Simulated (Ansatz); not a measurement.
# PC4: the cost of one run

Method: DFT PBE, scalar-relativistic, plane waves, PAW, in Ansatz 0.2.0.

### 1 The structure to begin with

Symmetry: I4/m, No. 87, tetragonal system. Conventional cell: a = 5.911 Å, b = 5.911 Å, c = 3.670 Å, α = 90.00°, β = 90.00°, γ = 90.00°. Around P (site symmetry 4/m) lie 12 C at 2.60 to 2.64 Å. Around C (site symmetry m) lie 9 C at 2.58 to 2.71 Å and 3 P at 2.60 to 2.64 Å.

Coordinates:

```cif
data_structure
_symmetry_space_group_name_H-M 'I4/m'
_symmetry_Int_Tables_number 87
_cell_length_a 5.9107
_cell_length_b 5.9107
_cell_length_c 3.6697
_cell_angle_alpha 90.000
_cell_angle_beta 90.000
_cell_angle_gamma 90.000
_cell_volume 128.21
loop_
_atom_site_label
_atom_site_type_symbol
_atom_site_symmetry_multiplicity
_atom_site_Wyckoff_symbol
_atom_site_fract_x
_atom_site_fract_y
_atom_site_fract_z
_atom_site_occupancy
P1 P 2 a 0.00000 0.00000 0.00000 1
C1 C 8 h 0.20474 0.39658 0.00000 1
```

A structure generator made this guess: species swapped into a database cell of VAu4 (I4/m, No. 87), with P on the V sites and C on the Au sites. Lengths come from tabulated atomic sizes and are only a guess.

### 2 Probe: one point on a coarse mesh

Contents of input.yaml:

```yaml
crystal:
  lattice:
    - [-2.9553321, 2.9553321, 1.83485775]
    - [2.9553321, -2.9553321, 1.83485775]
    - [2.9553321, 2.9553321, -1.83485775]
  atoms:
    - { symbol: P, position: [0.0, 0.0, 0.0] }
    - { symbol: C, position: [0.60341642, 0.20474353, 0.80815995] }
    - { symbol: C, position: [0.39658358, 0.79525647, 0.19184005] }
    - { symbol: C, position: [0.20474353, 0.39658358, 0.60132711] }
    - { symbol: C, position: [0.79525647, 0.60341642, 0.39867289] }
basis:
  ecutwfc: 420
kpoints:
  mp_grid: { grid: [6, 6, 6] }
hamiltonian:
  xc: pbe
scf:
  occupations: { method: gaussian, width: 0.1 }
  lower_state_search: "off"
output:
  forces: true
  stress: true
  eigenvalues: true
```

Run with:

```
ansatz run input.yaml --threads 1 --pin off --max-ram 2560MiB --backend cpu --events-out ev --progress --plain --runs-dir out
```

Q: Estimate wall time and peak memory on 1 thread of Intel Xeon at 2.50GHz (Skylake/Cascade Lake), shared host.

About 5.2 s, with a peak of 0.35 GiB.
